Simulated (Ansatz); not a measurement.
# Si2W: the cost of one run

Computed with Ansatz 0.2.0 (DFT, PBE, plane-wave PAW, default files, scalar-relativistic, unless a step's input says otherwise).

## 1. The starting structure

It takes space group I4/mmm (No. 139, tetragonal). The conventional cell has a = 3.214 Å, b = 3.214 Å, c = 7.830 Å, α = 90.00°, β = 90.00°, γ = 90.00°. Around Si (site symmetry 4mm) lie 5 Si at 2.59 to 2.63 Å and 5 W at 2.62 Å. Around W (site symmetry 4/mmm) lie 10 Si at 2.62 Å.

Structure file:

```xyz
3
Lattice="-1.6069 1.6069 3.9150 1.6069 -1.6069 3.9150 1.6069 1.6069 -3.9150" Properties=species:S:1:pos:R:3 pbc="T T T"
Si    0.0000    0.0000    2.6207
Si    0.0000    0.0000    5.2092
W     0.0000    0.0000    0.0000
```

The earlier run gave: no gap over 0.1 eV on the mesh, largest force 0.053 eV/Å, pressure 3.3 GPa.

Like atoms gathered into sites:

```tsv
site	atoms	first shell	V_zz (10²¹ V/m²)	η	C_Q (MHz)
Si	1, 2	5 Si at 2.59–2.63 Å, 5 W at 2.62 Å	-0.92	0.00	–
W	3	10 Si at 2.62 Å	-16.66	0.00	–
```

C_Q = eQV_zz/h, which is 24.18 MHz for Q = 1 b and V_zz = 10²¹ V/m²; η = (V_xx − V_yy)/V_zz. Quadrupole moments are those of Pyykkö's year-2017 table. A dash under C_Q marks elements without a common quadrupolar isotope.

## 2. Z stretched by -2 %, ions relaxed

File input.yaml:

```yaml
crystal:
  lattice:
    - [-1.6069, 1.6069, 3.836651]
    - [1.6069, -1.6069, 3.836651]
    - [1.6069, 1.6069, -3.836651]
  atoms:
    - { symbol: Si, position: [0.3343886318, 0.3343886318, 0.0] }
    - { symbol: Si, position: [0.6656113682, 0.6656113682, 0.0] }
    - { symbol: W, position: [0.0, 0.0, 0.0] }
kpoints:
  mp_grid: { grid: [20, 20, 20] }
scf:
  occupations: { method: fermi_dirac, width: 0.05 }
hamiltonian:
  xc: pbe
  pseudopotentials: { kind: paw }
output:
  forces: true
  stress: true
  populations: true
  efg: { contact_densities: true }
  write_density: true
  write_potential: true
  elf: true
  volumetric_format: npy
relax:
  f_tol: 0.02
  max_steps: 60
```

Started as:

```bash
$ ansatz run input.yaml --threads 1 --pin off --max-ram 3072MiB --backend cpu --events-out ev --progress --plain --runs-dir out
```

Q: Estimate wall time and peak memory on 1 thread of Intel Xeon Platinum 8259CL at 2.50GHz (Skylake/Cascade Lake), shared host.

About 56 s, with a peak of 0.75 GiB.
